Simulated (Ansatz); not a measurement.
# C3H10AlCl: the cost of one run

Program: Ansatz 0.2.0. Level of theory: RKS B3LYP-D4/6-31G*. These are calculated values, not measurements.

1 further run of the same task is left out (it didn't finish).

**1. Starting point**

Bond lengths: Al1–C2 2.294 Å, Al1–C3 1.980 Å, Al1–C4 1.980 Å, Al1–Cl6 2.601 Å, C2–H7 1.087 Å, C2–H8 1.088 Å, C2–H9 1.094 Å, C3–H10 1.094 Å, C3–H11 1.094 Å, C3–H12 1.096 Å, C4–H13 1.095 Å, C4–H14 1.096 Å, C4–H15 1.094 Å. Angles (14 of 24 angles, heavy atoms first): C2–Al1–C3 104.1°, C2–Al1–C4 110.2°, C2–Al1–Cl6 79.9°, C3–Al1–C4 133.8°, C3–Al1–Cl6 110.4°, C4–Al1–Cl6 105.3°, Al1–C2–H7 151.0°, Al1–C2–H8 95.8°, Al1–C2–H9 79.1°, Al1–C3–H10 114.3°, Al1–C3–H11 112.0°, Al1–C3–H12 110.5°, Al1–C4–H13 111.3°, Al1–C4–H14 110.3°.

Coordinates:

```xyz
15

Al   -0.3156    0.2293   -0.2278
C     1.4876   -0.4037    1.0404
C     0.1741   -0.3114   -2.0686
C    -1.9793    0.1104    0.8392
H     1.1354    0.9126    0.7570
Cl    0.6910    2.5622    0.3285
H     2.1788   -0.2327    1.8621
H     2.0396   -0.8663    0.2243
H     0.7252   -1.0973    1.4058
H     0.4194   -1.3721   -2.1753
H    -0.6304   -0.1086   -2.7823
H     1.0477    0.2518   -2.4150
H    -2.7204    0.8431    0.5030
H    -1.7754    0.3460    1.8904
H    -2.4777   -0.8633    0.8184
```

**2. Pulling towards end A**

Springs on the bonds that form and break draw the guess towards this end; the thresholds are loose.

Input file input.yaml:

```yaml
crystal:
  periodic: [false, false, false]
  atoms:
    - { symbol: Al, position_ang: [-0.3156, 0.2293, -0.2278] }
    - { symbol: C, position_ang: [1.4876, -0.4037, 1.0404] }
    - { symbol: C, position_ang: [0.1741, -0.3114, -2.0686] }
    - { symbol: C, position_ang: [-1.9793, 0.1104, 0.8392] }
    - { symbol: H, position_ang: [1.1354, 0.9126, 0.757] }
    - { symbol: Cl, position_ang: [0.691, 2.5622, 0.3285] }
    - { symbol: H, position_ang: [2.1788, -0.2327, 1.8621] }
    - { symbol: H, position_ang: [2.0396, -0.8663, 0.2243] }
    - { symbol: H, position_ang: [0.7252, -1.0973, 1.4058] }
    - { symbol: H, position_ang: [0.4194, -1.3721, -2.1753] }
    - { symbol: H, position_ang: [-0.6304, -0.1086, -2.7823] }
    - { symbol: H, position_ang: [1.0477, 0.2518, -2.415] }
    - { symbol: H, position_ang: [-2.7204, 0.8431, 0.503] }
    - { symbol: H, position_ang: [-1.7754, 0.346, 1.8904] }
    - { symbol: H, position_ang: [-2.4777, -0.8633, 0.8184] }
basis:
  gaussian: { orbitals: "6-31G*" }
hamiltonian:
  xc: b3lyp
  dispersion: d4
relax:
  f_tol: 0.15
  max_steps: 25
  restrain:
    - { distance: [0, 5], at: 3.53, k: 30.0 }
    - { distance: [4, 1], at: 2.37, k: 30.0 }
    - { distance: [0, 1], at: 1.97, k: 30.0 }
    - { distance: [4, 5], at: 1.33, k: 30.0 }
```

Started as:

```console
ansatz run input.yaml --threads 2 --pin off --max-ram 3072MiB --backend cpu --events-out ev --progress --plain --runs-dir out
```

Q: Estimate wall time and peak memory on 2 threads of Arm Neoverse V1, shared host.

About 55 s, with a peak of 0.25 GiB.
